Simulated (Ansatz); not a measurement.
# [SnH5]− (SMILES [H][Sn-]([H])([H])([H])[H]) at 6 levels

Wanted: a comparison of 6 runs (HF/STO-3G, B3LYP/STO-3G, UB3LYP/STO-3G, UPBE/STO-3G, UPBE0/STO-3G, CCSDT(Q)/STO-3G) of [SnH5]−. 

The calculation is run with Ansatz 0.2.0.

1 further run of the same task is left out (set aside as unsound or not needed).

### 1 The system as given

[SnH5]− has 6 atoms, charge -1, and is taken as a singlet. SMILES: `[H][Sn-]([H])([H])([H])[H]`. The H2–Sn1 distance was set to 2.357 Å, away from the relaxed value.

Bond lengths: Sn1–H3 1.889 Å, Sn1–H4 1.782 Å, Sn1–H5 1.783 Å, Sn1–H6 1.782 Å. Angles: H3–Sn1–H4 90.0°, H3–Sn1–H5 89.9°, H3–Sn1–H6 90.2°, H4–Sn1–H5 120.0°, H4–Sn1–H6 120.0°, H5–Sn1–H6 119.9°.

### 2 A single-point energy at HF/STO-3G (run 1)

in.yaml reads:

```yaml
crystal:
  periodic: [false, false, false]
  atoms:
    - {symbol: Sn, position_ang: [0.005580, -0.000190, -0.470963]}
    - {symbol: H, position_ang: [-0.020070, -0.006290, 1.885790]}
    - {symbol: H, position_ang: [0.025380, 0.011940, -2.359413]}
    - {symbol: H, position_ang: [1.787910, 0.012000, -0.452523]}
    - {symbol: H, position_ang: [-0.897340, 1.537190, -0.474803]}
    - {symbol: H, position_ang: [-0.875820, -1.548540, -0.485003]}
basis:
  gaussian:
    orbitals: STO-3G
total_charge: -1
hamiltonian:
  xc: hf
accuracy: high
```

Started as:

```console
$ ansatz run in.yaml --threads 1 --pin off --max-ram 2610MiB --events-out events.jsonl --progress --plain --runs-dir runs
```

The program printed:

```text
Warning: RAYON_NUM_THREADS=1 ignored (pool sized by the plan → 1); use --threads N
Functional definition: HF
  name "HF"
  exchange = exact_x
  correlation = 0
568 factors; integrals over basis functions are off by at most 4.0e-9 eV
mean field evaluation 1: about -162339.1598 eV, gradient 9.3e0 eV
mean field evaluation 2: about -162339.1700 eV, gradient 9.3e0 eV
mean field evaluation 4: about -162339.8743 eV, gradient 2.0e-1 eV
mean field evaluation 8: about -162339.8725 eV, gradient 2.0e-4 eV
mean field -162339.87249833 eV, -5965.8802763960 hartree, gradient 1.4e-8 eV, S^2 0.000000; 0 other end points of the search recorded, 0 dependent functions left out
reference -162339.87249833 eV, -5965.8802763960 hartree; 28, 28 occupied and 4, 4 virtual orbitals, 568 factors
Total energy: -162339.87249833 eV, -5965.8802763960 hartree
```

Wall time 0.36 s (1 thread of AMD EPYC 9R14 (Zen 4), shared host); peak memory 0.092 GiB.

### 3 A single-point energy at B3LYP/STO-3G (run 2)

molecule.yaml reads:

```yaml
crystal:
  periodic: [false, false, false]
  atoms:
    - symbol: Sn
      position_ang: [0.005580, -0.000190, -0.470963]
    - symbol: H
      position_ang: [-0.020070, -0.006290, 1.885790]
    - symbol: H
      position_ang: [0.025380, 0.011940, -2.359413]
    - symbol: H
      position_ang: [1.787910, 0.012000, -0.452523]
    - symbol: H
      position_ang: [-0.897340, 1.537190, -0.474803]
    - symbol: H
      position_ang: [-0.875820, -1.548540, -0.485003]
basis:
  gaussian:
    orbitals: STO-3G
total_charge: -1
hamiltonian:
  xc: {name: B3LYP}
accuracy: high
```

Started as:

```console
$ ansatz run molecule.yaml --threads 1 --pin off --max-ram 2610MiB --events-out events.jsonl --progress --plain --runs-dir runs
```

The program printed:

```text
Warning: RAYON_NUM_THREADS=1 ignored (pool sized by the plan → 1); use --threads N
Functional definition: B3LYP
  name "B3LYP"
  parameter a0 = 0.2
  parameter ax = 0.72
  parameter ac = 0.81
  exchange = (1 - a0 - ax)*slater_x + ax*b88_x + a0*exact_x
  correlation = (1 - ac)*vwn_rpa_c + ac*lyp_c
568 factors; integrals over basis functions are off by at most 4.0e-9 eV
mean field evaluation 1: about -162398.0024 eV, gradient 1.5e1 eV
mean field evaluation 2: about -162397.7470 eV, gradient 1.7e1 eV
mean field evaluation 4: about -162399.6992 eV, gradient 4.1e-1 eV
mean field evaluation 8: about -162399.6279 eV, gradient 1.0e-2 eV
mean field evaluation 16: about -162399.6279 eV, gradient 9.7e-8 eV
mean field -162399.62794026 eV, -5968.0762483831 hartree, gradient 9.7e-8 eV, S^2 0.000000; 0 other end points of the search recorded, 0 dependent functions left out
reference -162399.62796871 eV, -5968.0762494288 hartree; 28, 28 occupied and 4, 4 virtual orbitals, 568 factors
Total energy: -162399.62796871 eV, -5968.0762494288 hartree
```

Wall time 1.2 s (1 thread of AMD EPYC 9R14 (Zen 4), shared host); peak memory 0.13 GiB.

Runs 3 to 5 aren't shown in full; the table further down has their settings and results.

### 4 A single-point energy at CCSDT(Q)/STO-3G (run 6)

molecule.yaml reads:

```yaml
crystal:
  periodic: [false, false, false]
  atoms:
    - {symbol: Sn, position_ang: [0.005580, -0.000190, -0.470963]}
    - {symbol: H, position_ang: [-0.020070, -0.006290, 1.885790]}
    - {symbol: H, position_ang: [0.025380, 0.011940, -2.359413]}
    - {symbol: H, position_ang: [1.787910, 0.012000, -0.452523]}
    - {symbol: H, position_ang: [-0.897340, 1.537190, -0.474803]}
    - {symbol: H, position_ang: [-0.875820, -1.548540, -0.485003]}
basis:
  gaussian: {orbitals: STO-3G}
total_charge: -1
correlation: {method: ccsdt_q, frozen_orbitals: {H: 0, Sn: 18}}
accuracy: high
scf: {omitted_lower_state_checks: [cluster_reference, increment]}
```

Started as:

```console
$ ansatz run molecule.yaml --threads 1 --pin off --max-ram 2610MiB --events-out events.jsonl --progress --plain --runs-dir runs
```

The program printed:

```text
Warning: RAYON_NUM_THREADS=1 ignored (pool sized by the plan → 1); use --threads N
[... 11 lines left out ...]
18 core orbitals not correlated: weight in the atoms' cores, before any rotation towards them, 1.000 or more for the frozen orbitals, at most 0.000 for the correlated occupied ones
[... 23 lines left out ...]
Total energy: -162342.21820301 eV, -5965.9664794529 hartree
Checks for a lower state left out: cluster_reference, increment
```

Run time: 0.54 s. Hardware: 1 thread of AMD EPYC 9R14 (Zen 4), shared host; peak memory 0.1 GiB.

### 5 The series

| run | level | frozen core orbitals | energy (Eh) | wall time |
| --- | --- | --- | --- | --- |
| 1 | HF/STO-3G | – | -5965.880276 | 0.36 s |
| 2 | B3LYP/STO-3G | – | -5968.076249 | 1.2 s |
| 3 | UB3LYP/STO-3G | – | -5968.076249 | 1.9 s |
| 4 | UPBE/STO-3G | – | -5967.440996 | 1.8 s |
| 5 | UPBE0/STO-3G | – | -5967.770183 | 1.9 s |
| 6 | CCSDT(Q)/STO-3G | 18 | -5965.966479 | 0.54 s |

### 6 What came out

| quantity | value |
| --- | --- |
| run 6: total energy | -5965.96648 Eh |
| run 6: correlation energy (18 core orbitals frozen) | -86.2 mEh |
| run 6: T1 diagnostic | 0.011 |

What this shows: Totals of different functionals can't be ranked against each other. In runs 1, 2, 3, 4, 5, 6 the basis is minimal, so the values are rough. In runs 1, 2, 3, 4, 5, 6 relativity is left out where basis or elements ask for it. All runs together took 7.7 s, the longest 1.9 s.
